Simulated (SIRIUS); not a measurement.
# Y4N (Pm-3m) in SIRIUS: reference runs

How does Y4N come out in PBE? The cell is run as given.

Everything below comes from runs of SIRIUS 7.10.0. Logs are shortened: lines on timing, memory, paths and dates and some standing lists are left out, and cuts for length are marked. The log counts tension as positive stress, the text compression.

**1. Starting point**

Symmetry: Pm-3m, No. 221, cubic system. Conventional cell: a = 4.978 Å, b = 4.978 Å, c = 4.978 Å, α = 90.00°, β = 90.00°, γ = 90.00°. Around Y (site symmetry 4/mmm) lie 2 N at 2.49 Å. Y (site symmetry m-3m) has 12 Y at 3.52 Å as nearest neighbours. N (site symmetry m-3m) is surrounded by 6 Y at 2.49 Å.

The cell was built by a generator and needn't be a form met in nature.

**2. Single point, PBE**

Contents of sirius.json:

```json
{
  "control": {
    "processing_unit": "cpu",
    "verbosity": 2,
    "num_bands_to_print": 35,
    "print_forces": true,
    "print_stress": true
  },
  "parameters": {
    "electronic_structure_method": "pseudopotential",
    "xc_functionals": ["XC_GGA_X_PBE", "XC_GGA_C_PBE"],
    "gk_cutoff": 9.2,
    "pw_cutoff": 18.4,
    "ngridk": [6, 6, 6],
    "shiftk": [0, 0, 0],
    "smearing": "fermi_dirac",
    "smearing_width": 0.0018374661,
    "num_bands": 35,
    "num_mag_dims": 0,
    "num_dft_iter": 100,
    "energy_tol": 1e-08,
    "density_tol": 1e-06
  },
  "iterative_solver": {
    "type": "davidson",
    "min_tolerance": 1e-09,
    "tolerance_scale": [0.1, 0.25]
  },
  "mixer": {
    "type": "anderson",
    "beta": 0.7,
    "max_history": 8
  },
  "settings": {
    "tol_ne": 1e-10,
    "pseudo_grid_cutoff": 6.5
  },
  "unit_cell": {
    "lattice_vectors": [
      [9.407680258008, 0.0, 0.0],
      [0.0, 9.407680258008, 0.0],
      [0.0, 0.0, 9.407680258008]
    ],
    "atom_coordinate_units": "lattice",
    "atom_types": ["Y", "N"],
    "atom_files": {
      "Y": "Y.json",
      "N": "N.json"
    },
    "atoms": {
      "Y": [
        [0.0, 0.5, 0.5],
        [0.5, 0.5, 0.0],
        [0.5, 0.0, 0.5],
        [0.0, 0.0, 0.0]
      ],
      "N": [
        [0.5, 0.5, 0.5]
      ]
    }
  }
}
```

Potentials or basis: PseudoDojo 0.4.1 PBE standard (scalar relativistic).

Started as:

```
$ upf_to_json Y.upf
$ upf_to_json N.upf
$ OMP_NUM_THREADS=1 sirius.scf --input=sirius.json --output=out.json --task=0
```

What it wrote:

```text
[info] SIRIUS version : 7.10.0
[info] number of MPI ranks           : 1
[info] MPI grid                      : 1 1
[info] maximum number of OMP threads : 1
[fft] FFT context for density and potential
[fft] =====================================
[fft]   comm size                             : 1
[fft]   plane wave cutoff                     : 18.4
[fft]   grid size                             : 60 60 60   total : 216000
[fft]   grid limits                           : -29 30   -29 30   -29 30
[fft]   number of G-vectors within the cutoff : 43828
[fft]   local number of G-vectors             : 43828
[fft]   number of G-shells                    : 2207
[fft] FFT context for coarse grid
[fft] =====================================
[fft]   comm size                             : 1
[fft]   plane wave cutoff                     : 18.4
[fft]   grid size                             : 60 60 60   total : 216000
[fft]   grid limits                           : -29 30   -29 30   -29 30
[fft]   number of G-vectors within the cutoff : 43828
[fft]   local number of G-vectors             : 43828
[fft]   number of G-shells                    : 2207
[unit cell] lattice vectors
[unit cell]   a1 :       9.4076802580      0.0000000000      0.0000000000
[unit cell]   a2 :       0.0000000000      9.4076802580      0.0000000000
[unit cell]   a3 :       0.0000000000      0.0000000000      9.4076802580
[unit cell] reciprocal lattice vectors
[unit cell]   b1 :       0.6678782798      0.0000000000      0.0000000000
[unit cell]   b2 :       0.0000000000      0.6678782798      0.0000000000
[unit cell]   b3 :       0.0000000000      0.0000000000      0.6678782798
[unit cell] unit cell volume :       832.62154666 [a.u.^3]
[unit cell] 1/sqrt(omega)    :         0.03465582
[unit cell] MT volume        :         0.00000000 ( 0.00%)
[unit cell] IT volume        :       832.62154666 (100.00%)
[unit cell] number of atom types : 2
[unit cell] type id : 0 symbol :  Y mt_radius :  17.650000 num_atoms : 4
[unit cell] type id : 1 symbol :  N mt_radius :  10.570000 num_atoms : 1
[unit cell] total number of atoms : 5
[unit cell] number of symmetry classes : 3
[unit cell] number of PAW atoms : 0
[unit cell] atom id  type id  class id             position                      vector_field
[unit cell] ------------------------------------------------------------------------------------------
[unit cell]      0        0        0      0.00000   0.50000   0.50000      0.00000   0.00000   0.00000
[unit cell]      1        0        0      0.50000   0.50000   0.00000      0.00000   0.00000   0.00000
[unit cell]      2        0        0      0.50000   0.00000   0.50000      0.00000   0.00000   0.00000
[unit cell]      3        0        1      0.00000   0.00000   0.00000      0.00000   0.00000   0.00000
[unit cell]      4        1        2      0.50000   0.50000   0.50000      0.00000   0.00000   0.00000
[unit cell] atom id         position (Cartesian, a.u.)
[unit cell] ---------------------------------------------
[unit cell]      0       0.000000    4.703840    4.703840
[unit cell]      1       4.703840    4.703840    0.000000
[unit cell]      2       4.703840    0.000000    4.703840
[unit cell]      3       0.000000    0.000000    0.000000
[unit cell]      4       4.703840    4.703840    4.703840
[unit cell] class id : 0 atom id : 0 1 2
[unit cell] class id : 1 atom id : 3
[unit cell] class id : 2 atom id : 4
[unit cell] minimum bond length:     4.703840
[unit cell] total number of pseudo wave-functions: 44
[sym] space group number   : 221
[sym] international symbol : Pm-3m
[... 328 lines left out ...]
[diagonalize] ik:    3   -1.163514   -1.154392   -1.153211   -1.152253   -0.432784   -0.432784   -0.430284   -0.426190   -0.426190   -0.423824   -0.420645   -0.419616   -0.418606   -0.418606   -0.413149   -0.413149   -0.081925    0.259576    0.315518    0.315708    0.315708    0.323192    0.368971    0.403658    0.407596    0.411437    0.411437    0.449512    0.449512    0.460643    0.479605    0.503530    0.516219    0.516219    0.547092
[diagonalize] ik:    4   -1.163660   -1.154834   -1.152524   -1.152356   -0.436038   -0.435618   -0.434958   -0.425169   -0.422760   -0.421055   -0.420956   -0.420652   -0.419458   -0.414833   -0.411503   -0.410282   -0.090019    0.257783    0.308215    0.313536    0.321576    0.343277    0.344363    0.374855    0.382098    0.382654    0.451163    0.464749    0.477109    0.486694    0.494381    0.500092    0.538081    0.547014    0.567610
[diagonalize] ...
[diagonalize] ik:   15   -1.163403   -1.153313   -1.153306   -1.153306   -0.436047   -0.436047   -0.434683   -0.433324   -0.424401   -0.420575   -0.420575   -0.417152   -0.417152   -0.414677   -0.414536   -0.408807   -0.064008    0.254544    0.254544    0.287232    0.337100    0.375621    0.375621    0.382741    0.410009    0.414631    0.414631    0.437048    0.454940    0.454940    0.480925    0.486740    0.517733    0.545249    0.545249
[diagonalize] ik:   16   -1.163423   -1.153821   -1.153040   -1.153040   -0.437495   -0.437495   -0.435653   -0.433682   -0.422812   -0.419872   -0.419872   -0.416934   -0.416934   -0.416075   -0.410350   -0.410350   -0.064539    0.261594    0.264126    0.264126    0.325758    0.372979    0.381999    0.381999    0.408430    0.408430    0.420241    0.448770    0.448770    0.475747    0.475747    0.487694    0.503567    0.555291    0.555291
[diagonalize] ik:   17   -1.163407   -1.153573   -1.153297   -1.153038   -0.438275   -0.437829   -0.436560   -0.435938   -0.421979   -0.419530   -0.419486   -0.416919   -0.415614   -0.415423   -0.410610   -0.409609   -0.060756    0.250992    0.260837    0.261434    0.329641    0.369620    0.379389    0.390764    0.408698    0.417719    0.417879    0.447401    0.458511    0.465370    0.472916    0.478830    0.519626    0.556957    0.571130
[diagonalize] ik:   18   -1.163398   -1.153303   -1.153301   -1.153301   -0.438650   -0.438650   -0.438386   -0.437782   -0.420579   -0.419407   -0.419407   -0.415576   -0.415576   -0.414663   -0.410401   -0.408793   -0.057001    0.248660    0.248660    0.258508    0.328625    0.378332    0.378332    0.381018    0.419146    0.421294    0.421294    0.454444    0.462433    0.462433    0.464864    0.470781    0.542356    0.563082    0.563082
[diagonalize] ik:   19   -1.163396   -1.153298   -1.153298   -1.153298   -0.439734   -0.439734   -0.439734   -0.439557   -0.419172   -0.419172   -0.419172   -0.414656   -0.414656   -0.414656   -0.408787   -0.408787   -0.053269    0.245933    0.245933    0.245933    0.324805    0.378609    0.378609    0.378609    0.427484    0.427484    0.427484    0.459034    0.459034    0.464981    0.464981    0.464981    0.570620    0.570620    0.570620
[find] Charges and magnetic moments
[find] --------------------------------------------------------------------------------
[find] total charge          : 49.000000
[find] Energy
[find] --------------------------------------------------------------------------------
[find] valence_eval_sum               :     -14.60866115
[find] <rho|V^{XC}>                   :     -31.57538511
[find] <rho|E^{XC}>                   :     -34.93900411
[find] <mag|B^{XC}>                   :       0.00000000
[find] <rho|V^{H}>                    :      55.21657733
[find] one-electron contribution      :     -38.24985337 (Ha),     -76.49970675 (Ry)
[find] hartree contribution           :      27.60828867
[find] xc contribution                :     -34.93900411
[find] ewald contribution             :    -128.08026166
[find] PAW contribution               :       0.00000000
[find] smearing (-TS)                 :      -0.00231816
[find] SCF correction                 :      -0.00000242
[find] Total energy                   :    -173.66083289 (Ha),    -347.32166579 (Ry)
[find] Free energy (E-TS)             :    -173.66315105 (Ha),    -347.32630210 (Ry)
[find] band gap (eV)                  :       0.00000000
[find] Efermi                         :       0.39961934
[find] iteration : 14, RMS : 8.060906819442e-08, energy difference : 7.494520559703e-09
[find] Hartree energy of density residual : 1.404737342278e-11
[find] bands are converged : true
[find] iterative solver converged : true
[find] converged after 15 SCF iterations!
[find] Charges and magnetic moments
[find] --------------------------------------------------------------------------------
[find] total charge          : 49.000000
[find] Energy
[find] --------------------------------------------------------------------------------
[find] valence_eval_sum               :     -14.60866115
[find] <rho|V^{XC}>                   :     -31.57538511
[find] <rho|E^{XC}>                   :     -34.93900411
[find] <mag|B^{XC}>                   :       0.00000000
[find] <rho|V^{H}>                    :      55.21657733
[find] one-electron contribution      :     -38.24985337 (Ha),     -76.49970675 (Ry)
[find] hartree contribution           :      27.60828867
[find] xc contribution                :     -34.93900411
[find] ewald contribution             :    -128.08026166
[find] PAW contribution               :       0.00000000
[find] smearing (-TS)                 :      -0.00231816
[find] SCF correction                 :      -0.00000242
[find] Total energy                   :    -173.66083289 (Ha),    -347.32166579 (Ry)
[find] Free energy (E-TS)             :    -173.66315105 (Ha),    -347.32630210 (Ry)
[find] band gap (eV)                  :       0.00000000
[find] Efermi                         :       0.39961934
[ground_state] === stress tensor components [kbar] ===
[ground_state] === stress_kin ===
[ground_state] -12534.552807    0.000000    0.000000
[ground_state]     0.000000-12534.552807   -0.000000
[ground_state]     0.000000   -0.000000-12534.552807
[ground_state] === stress_har ===
[ground_state] -3251.832691    0.000000    0.000000
[ground_state]     0.000000-3251.832691    0.000000
[ground_state]     0.000000    0.000000-3251.832691
[ground_state] === stress_ewald ===
[ground_state] 15085.889132   -0.000000    0.000000
[ground_state]    -0.00000015085.889132   -0.000000
[ground_state]     0.000000   -0.00000015085.889132
[ground_state] === stress_vloc ===
[ground_state]  5862.532729   -0.000000   -0.000000
[ground_state]    -0.000000 5862.532729    0.000000
[ground_state]    -0.000000    0.000000 5862.532729
[ground_state] === stress_xc ===
[ground_state] -1055.953617    0.000000    0.000000
[ground_state]     0.000000-1055.953617    0.000000
[ground_state]     0.000000    0.000000-1055.953617
[ground_state] === stress_core ===
[ground_state]  4444.289708    0.000000    0.000000
[ground_state]     0.000000 4444.289708    0.000000
[ground_state]     0.000000    0.000000 4444.289708
[ground_state] === stress_nonloc ===
[ground_state] -8551.360074    0.000000   -0.000000
[ground_state]     0.000000-8551.360074    0.000000
[ground_state]    -0.000000    0.000000-8551.360074
[ground_state] === stress_us_nl ===
[ground_state] -8551.360074    0.000000   -0.000000
[ground_state]     0.000000-8551.360074    0.000000
[ground_state]    -0.000000    0.000000-8551.360074
[ground_state] === stress_total ===
[ground_state]    -0.987619   -0.000000    0.000000
[ground_state]    -0.000000   -0.987619   -0.000000
[ground_state]     0.000000   -0.000000   -0.987619
[ground_state] ==== total Forces in Ha/bohr =====
[ground_state] atom:    0, force:       0.0000000      0.0000000      0.0000000
[ground_state] atom:    1, force:       0.0000000      0.0000000      0.0000000
[ground_state] atom:    2, force:       0.0000000      0.0000000      0.0000000
[ground_state] atom:    3, force:       0.0000000      0.0000000      0.0000000
[ground_state] atom:    4, force:       0.0000000      0.0000000      0.0000000
[ground_state] ==== ultrasoft contribution from Qij =====
[ground_state] atom:    0, force:       0.0000000      0.0000000      0.0000000
[ground_state] atom:    1, force:       0.0000000      0.0000000      0.0000000
[ground_state] atom:    2, force:       0.0000000      0.0000000      0.0000000
[ground_state] atom:    3, force:       0.0000000      0.0000000      0.0000000
[ground_state] atom:    4, force:       0.0000000      0.0000000      0.0000000
[ground_state] ==== non-local contribution from Beta-projector =====
[ground_state] atom:    0, force:       0.0000000      0.0000000      0.0000000
[ground_state] atom:    1, force:       0.0000000      0.0000000      0.0000000
[ground_state] atom:    2, force:       0.0000000      0.0000000      0.0000000
[ground_state] atom:    3, force:       0.0000000      0.0000000      0.0000000
[ground_state] atom:    4, force:       0.0000000      0.0000000      0.0000000
[ground_state] ==== contribution from local potential =====
[ground_state] atom:    0, force:       0.0000000      0.0000000      0.0000000
[ground_state] atom:    1, force:       0.0000000      0.0000000      0.0000000
[ground_state] atom:    2, force:       0.0000000      0.0000000      0.0000000
[ground_state] atom:    3, force:       0.0000000      0.0000000      0.0000000
[ground_state] atom:    4, force:       0.0000000      0.0000000      0.0000000
[ground_state] ==== contribution from core density =====
[ground_state] atom:    0, force:       0.0000000      0.0000000      0.0000000
[ground_state] atom:    1, force:       0.0000000      0.0000000      0.0000000
[ground_state] atom:    2, force:       0.0000000      0.0000000      0.0000000
[ground_state] atom:    3, force:       0.0000000      0.0000000      0.0000000
[ground_state] atom:    4, force:       0.0000000      0.0000000      0.0000000
[ground_state] ==== Ewald forces from ions =====
[ground_state] atom:    0, force:       0.0000000      0.0000000      0.0000000
[ground_state] atom:    1, force:       0.0000000      0.0000000      0.0000000
[ground_state] atom:    2, force:       0.0000000      0.0000000      0.0000000
[ground_state] atom:    3, force:       0.0000000      0.0000000      0.0000000
[ground_state] atom:    4, force:       0.0000000      0.0000000      0.0000000
[~DFT_ground_state] local op. applied: 30685
[~DFT_ground_state] evp. work count: 3767.13
[~DFT_ground_state] number of iterative solver steps: 1707
```

It took 6 min on 1 thread of Arm Neoverse V1, shared host; peak memory 0.8 GiB.

What came out:

```yaml
Free_energy: -4725.6151 eV
Pressure: 0.1 GPa
Band_gap_on_the_k_mesh: none (metal or under the smearing width)
```
